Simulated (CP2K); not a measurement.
# MP2/x2c-SVPall (scZORA, lebedev grid 302, ngrids 4, radial grid 150) run of InH3Br− ([InBrH3]-)

Wanted: the energy of InH3Br− ([InBrH3]-). 

Program for the calculation: CP2K 2026.2.

2 further runs of the same task are left out: 2 set aside as unsound or not needed.

## 1. The structure to begin with

InH3Br−: 5 atoms, total charge -1, spin state singlet. SMILES: `[H][In-]([H])([H])[Br]`. The shape comes from GFN2-xTB, which is rough for such elements, and wasn't checked as a minimum.

Bond lengths: In1–Br2 2.478 Å, In1–H3 1.694 Å, In1–H4 1.696 Å, In1–H5 1.692 Å. Angles: Br2–In1–H3 106.2°, Br2–In1–H4 106.3°, Br2–In1–H5 106.4°, H3–In1–H4 112.6°, H3–In1–H5 112.0°, H4–In1–H5 112.8°.

## 2. The energy at MP2/x2c-SVPall (scZORA, lebedev grid 302, ngrids 4, radial grid 150)

Contents of molecule.xyz:

```xyz
5

In    -0.003440     0.003110    -0.210310
Br     0.011530    -0.020870     2.267730
H      1.620190     0.006360    -0.694100
H     -0.822210     1.416160    -0.666940
H     -0.806080    -1.404750    -0.696370
```

Contents of molecule.inp:

```
&GLOBAL
  PROJECT molecule
  RUN_TYPE ENERGY
  PRINT_LEVEL MEDIUM
&END
&FORCE_EVAL
  METHOD QS
  &DFT
    BASIS_SET_FILE_NAME ./x2c_svpall.basis
    POTENTIAL_FILE_NAME POTENTIAL
    CHARGE -1
    MULTIPLICITY 1
    &QS
      METHOD GAPW
      EPS_DEFAULT 1.0E-10
    &END
    &MGRID
      CUTOFF 320
      REL_CUTOFF 60
      NGRIDS 4
    &END
    &POISSON
      PERIODIC NONE
      POISSON_SOLVER WAVELET
    &END
    &SCF
      SCF_GUESS ATOMIC
      EPS_SCF 1.0E-06
      MAX_SCF 150
      ADDED_MOS 3
      &DIAGONALIZATION
        ALGORITHM STANDARD
      &END
      &MIXING
        METHOD DIRECT_P_MIXING
        ALPHA 0.4
      &END
    &END
    &XC
      &XC_FUNCTIONAL NONE
      &END
      &HF
        FRACTION 1
        &SCREENING
          EPS_SCHWARZ 1.0E-09
          SCREEN_ON_INITIAL_P F
        &END
        &INTERACTION_POTENTIAL
          POTENTIAL_TYPE COULOMB
        &END
        &MEMORY
          MAX_MEMORY 1050
        &END
      &END
      &WF_CORRELATION
        &MP2
          METHOD DIRECT_CANONICAL
        &END
        MEMORY 900
      &END
    &END
    &RELATIVISTIC
      METHOD ZORA
      ZORA_TYPE scMP
      TRANSFORMATION ATOM
      POTENTIAL FULL
    &END
    &PRINT
      &MOMENTS
        PERIODIC F
        REFERENCE COM
        MAX_MOMENT 1
      &END
      &MO ON
        ENERGIES T
        OCCUPATION_NUMBERS T
        NDIGITS 6
        &EACH
          QS_SCF 0
        &END
        ADD_LAST NUMERIC
      &END
      &HIRSHFELD OFF
      &END
    &END
  &END
  &SUBSYS
    &CELL
      ABC [angstrom] 13 13 13
      PERIODIC NONE
    &END
    &TOPOLOGY
      COORD_FILE_NAME molecule.xyz
      COORD_FILE_FORMAT XYZ
      &CENTER_COORDINATES
      &END
    &END
    &KIND In
      BASIS_SET x2c-SVPall
      POTENTIAL ALL
      LEBEDEV_GRID 302
      RADIAL_GRID 150
      &POTENTIAL
        10 19 20
        0.50000000 0
      &END
    &END
    &KIND Br
      BASIS_SET x2c-SVPall
      POTENTIAL ALL
      LEBEDEV_GRID 302
      RADIAL_GRID 150
    &END
    &KIND H
      BASIS_SET x2c-SVPall
      POTENTIAL ALL
      LEBEDEV_GRID 302
      RADIAL_GRID 150
    &END
  &END
&END
```

Command:

```console
OMP_NUM_THREADS=1 cp2k.psmp -i molecule.inp > molecule.out 2>&1
```

What values should one expect? Wanted: total energy; HOMO energy; LUMO energy; HOMO–LUMO gap; correlation energy.

**Answer.** As computed:

At MP2/x2c-SVPall (scZORA, lebedev grid 302, ngrids 4, radial grid 150):

| quantity | value |
| --- | --- |
| total energy | -8514.94647 Eh |
| HOMO energy (Hartree–Fock orbitals) | -5.09 eV |
| LUMO energy (Hartree–Fock orbitals) | 8.02 eV |
| HOMO–LUMO gap (to an unbound level, set by the basis) | 13.12 eV |
| correlation energy | -397.7 mEh |
